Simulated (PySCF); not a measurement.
# CoI4 ([CoI4]2-): the cost of one run

Computed with PySCF 2.14.0 and routines of our own; the level stands in each step. Atoms count from 0.

## Step 1: The starting structure

5 atoms, charge -2, states of the metal's open shell are computed; geometry from: model start, shaken.

## Step 2: Optimising the geometry at PBE0-D3(BJ)/def2-SVP

Job settings and geometry (Å):

```
{"job": {"xc": "PBE0", "basis": "def2-SVP", "d3": "d3bj", "grid": 1, "maxiter": 45, "solvent": "water", "kind": "geom"}, "charge": -2, "metal": "Co", "open_shell": "d7"}
Co     0.000020     0.004480    -0.004110
I      1.536830     1.543360     1.535310
I     -1.549280    -1.530080     1.542800
I     -1.559490     1.557530    -1.544830
I      1.551770    -1.564140    -1.550620
```

Launch:

```
$ OMP_NUM_THREADS=1 python lf_run.py task.json out
```

The driver reads the jobs from task.json and runs them one after another.

**Question.** How long does this first job take on 1 thread of Arm Neoverse V2, shared host, and how much memory does it need?

About 2 min, with a peak of 1 GiB.
